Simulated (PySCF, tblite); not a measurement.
# ClH9O3Si4, a small molecule taken as a stand-in for a surface group (silica-backed Si): NMR shifts, core binding energies and electronic excitations

What NMR shifts, core binding energies and electronic excitations should one expect for `[SiH3]O[Si](Cl)(O[SiH3])O[SiH3]`?

Computed with tblite 0.8.0 and PySCF 2.14.0; each step states its level. No surroundings beyond the atoms listed, unless a continuum is named. Atoms count from 0, parts from 1.

### 1 The system as given

17 atoms, charge 0, multiplicity 1; geometry: distance geometry start.

### 2 Geometry optimisation with GFN2-xTB

Job settings and geometry (Å):

```
{"job": {"kind": "relax", "xc": "GFN2-xTB", "basis": "xTB"}, "charge": 0, "multiplicity": 1}
Si     1.353906     0.339105    -2.633898
O      0.866175     0.688474    -0.982116
Si    -0.462189    -0.061818    -0.113489
O     -0.228482    -1.809906    -0.083367
Si     1.287104    -2.649927     0.340175
O     -1.979654     0.320051    -0.914988
Si    -2.496661    -0.300683    -2.496607
Cl    -0.529801     0.663395     1.907270
H      1.587034    -1.077982    -2.761461
H      0.335067     0.746720    -3.539444
H      2.549517     1.020812    -2.944211
H      2.378565    -1.971616    -0.241427
H      1.422651    -2.634732     1.761489
H      1.233620    -3.988380    -0.149464
H     -1.525278     0.029712    -3.462240
H     -2.627338    -1.729830    -2.434560
H     -3.735668     0.265807    -2.859788
```

Method: GFN2-xTB geometry optimisation, gas phase.

On the command line:

```sh
> OMP_NUM_THREADS=1 python cluster_run.py task.json out
```

The driver reads the jobs from task.json and runs them one after another.

**Question.** The jobs that follow are: PBE0-D3(BJ)/def2-SVP geometry optimisation, gas phase; GIAO PBE0/pcSseg-1 NMR shielding, non-relativistic, gas phase; delta-SCF UKS SCAN, pcX-2 on the ionised atom, pcseg-1 elsewhere, spin-free X2C; TDDFT CAM-B3LYP/def2-SVPD, vertical, gas phase, core orbitals frozen in the response. Predict: point group; rotational constants (main isotopes); 1H shifts against TMS (PBE0/pcSseg-1); 29Si shifts against TMS (PBE0/pcSseg-1); 17O shifts against H2O (PBE0/pcSseg-1); 35Cl shifts against HCl (PBE0/pcSseg-1); O1s binding energies, SCAN/pcX-2; Si2p binding energies, SCAN/pcX-2 (standing for 1 of 4 atoms); Cl2p binding energies, SCAN/pcX-2; lowest singlet (CAM-B3LYP/def2-SVPD); brightest single state of those computed; lowest triplet; vertical ionisation energy (ΔSCF).

The runs gave:

```
                                                     quantity                                                     value
                                                  point group                                                        C1
                         rotational constants (main isotopes)                                      0.67, 0.65, 0.61 GHz
                        1H shifts against TMS (PBE0/pcSseg-1)  5.18, 5.18, 5.17, 5.17, 5.16, 5.07, 5.07, 5.03, 5.02 ppm
                      29Si shifts against TMS (PBE0/pcSseg-1)                            -37.7, -38.5, -38.6, -77.0 ppm
                       17O shifts against H2O (PBE0/pcSseg-1)                                      58.4, 57.2, 54.9 ppm
                      35Cl shifts against HCl (PBE0/pcSseg-1)                                                    41 ppm
                             O1s binding energies, SCAN/pcX-2                        O5 538.26, O1 538.26, O3 538.25 eV
Si2p binding energies, SCAN/pcX-2 (standing for 1 of 4 atoms)                                             Si2 109.28 eV
                            Cl2p binding energies, SCAN/pcX-2                                             Cl7 206.59 eV
                         lowest singlet (CAM-B3LYP/def2-SVPD)                               7.46 eV (166 nm), f = 0.000
                     brightest single state of those computed                               state 6, 7.99 eV, f = 0.011
                                               lowest triplet                                                   7.13 eV
                            vertical ionisation energy (ΔSCF)                                                  10.94 eV
```

In words: The optimisation took 9 steps and gained 0.554 eV; among the close pairs (by a distance rule), Si2–Cl7 changed most, from 1.972 to 2.035 Å (PBE0/def2-SVP). At PBE0/pcSseg-1: The largest span, 246 ppm, is at Cl7, where the paramagnetic term is -245 ppm. The O1s levels computed lie within 0.01 eV of one another, too close to rank. The lowest singlet, at 7.46 eV, is HOMO→LUMO 0.69, HOMO−1→LUMO 0.10 and is dark; of the 6 states computed, the strongest absorption comes from states 2 to 3 together at 7.61 eV. The lowest triplet lies 0.33 eV below the lowest singlet (triplets in Tamm-Dancoff, singlets in full TDDFT). The orbital energy would give 10.31 eV for ionisation, ΔSCF gives 10.94 eV. A capped cluster stands for the solid here, so long-range fields and strain are missing, and bands or shifts of the capping hydrogens have no counterpart in it.
